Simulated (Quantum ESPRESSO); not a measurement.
A Quantum ESPRESSO 7.5 run (PBE+D3(BJ)) on a crystal of composition Ru3C lists these optical modes at the zone centre:

```
symmetry  cm⁻¹  components  active in
     T1u  370i           3         IR
     T2u  140i           3     silent
     T1u   222           3         IR
```

Question: How many atoms does the primitive cell hold, does the crystal have a centre of inversion, and what is its point group?

Answer: 9 optical and 3 acoustic modes make 4 atoms. The labels g and u show a centre of inversion, so no mode is both infrared and Raman active. The point group is m-3m (space group Pm-3m, No. 221).

The cell:

```yaml
crystal:
  lattice:
    - [3.64967, 0.00000, 0.00000]
    - [0.00000, 3.64967, 0.00000]
    - [0.00000, 0.00000, 3.64967]
  atoms:
    - { symbol: Ru, position: [0.00000, 0.50000, 0.50000] }
    - { symbol: Ru, position: [0.50000, 0.00000, 0.50000] }
    - { symbol: Ru, position: [0.50000, 0.50000, 0.00000] }
    - { symbol: C, position: [0.00000, 0.00000, 0.00000] }
```

Caveat: the mesh is thin for the phonons of a metal; some modes are imaginary.
